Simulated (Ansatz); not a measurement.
Runs of Ansatz 0.2.0 on SiNi2. Symmetry: Pnma, No. 62, orthorhombic system. The conventional cell has a = 4.990 Å, b = 3.720 Å, c = 7.030 Å, α = 90.00°, β = 90.00°, γ = 90.00°. Ni (site symmetry m) has 4 Si at 2.28 to 2.33 Å and 4 Ni at 2.53 to 2.62 Å as nearest neighbours. Ni (site symmetry m) is surrounded by 5 Si at 2.34 to 2.57 Å and 6 Ni at 2.53 to 2.62 Å. Around Si (site symmetry m) lie 9 Ni at 2.28 to 2.57 Å. 

```csv
task,level,spin,U,cell,k mesh,cutoff (eV),smearing,hubbard projectors,double counting,points for each segment of the path,gap on the mesh (eV),pressure (GPa),moment (μB),relaxed volume (Å³/atom),largest force (eV/Å)
density of states,r2SCAN+U,"collinear, antiferromagnetic start",Ni d U = 4 eV,as given,5 × 5 × 3,500,fermi-dirac 0.05 eV,ortho-atomic (the default),fll (the default),-,none,-5.4,0.00,-,0.33
relaxation of cell and atoms,PBE+D4,"collinear, ferromagnetic start",-,relaxed,6 × 7 × 4,420,fermi-dirac 0.05 eV,-,-,-,none,0.0,0.00,(a),-
relaxation of cell and atoms,BLYP+D4,"collinear, ferromagnetic start",-,relaxed,6 × 7 × 4,420,fermi-dirac 0.05 eV,-,-,-,none,0.0,0.00,(b),0.01
band structure,PBEsol,"collinear, ferromagnetic start",-,as given,6 × 7 × 4,420,fermi-dirac 0.05 eV,-,-,10,none,-4.5,0.00,-,0.36
density of states,r2SCAN+U,"collinear, antiferromagnetic start",Ni d U = 2 eV,as given,5 × 5 × 3,500,fermi-dirac 0.05 eV,ortho-atomic (the default),fll (the default),-,none,-4.8,0.00,-,0.34
single point,PBE,"collinear, ferromagnetic start",-,as given,6 × 7 × 4,420,gaussian 0.015 eV,-,-,-,none,(c),0.10,-,0.35
relaxation of cell and atoms,revPBE,"collinear, ferromagnetic start",-,relaxed,6 × 7 × 4,420,fermi-dirac 0.05 eV,-,-,-,none,0.0,0.00,11.24,-
band structure,BLYP,"collinear, ferromagnetic start",-,as given,5 × 5 × 3,420,fermi-dirac 0.05 eV,-,-,10,none,(d),0.00,-,0.35
```

Alike in all rows: potentials or basis Ansatz PAW.

Task: Fill in the values left out.

Result: (a) 10.67; (b) 10.88; (c) 3.4; (d) 12.7.

Caveats: the PAW data sets come from PBE, with cores solved anew for the run's functional, which leaves a small shift of forces and pressure (some runs); the plane-wave basis is chosen anew once the cell has moved, so the energies of steps on either side of that aren't comparable (some runs); the potentials were made for another functional, which shifts forces and pressure (some runs); the magnetic or orbital state may not be the lowest (some runs); the U is typed as a test and isn't derived for this compound (some runs); the density of states is complete only up to the lowest level of the last band computed (some runs); pairwise dispersion overbinds metals, which lowers pressure and volume (some runs).

A k mesh can miss the band edges.

A gap of «none» marks a metal or a gap under the smearing width.

Not every run made on this cell is shown here.
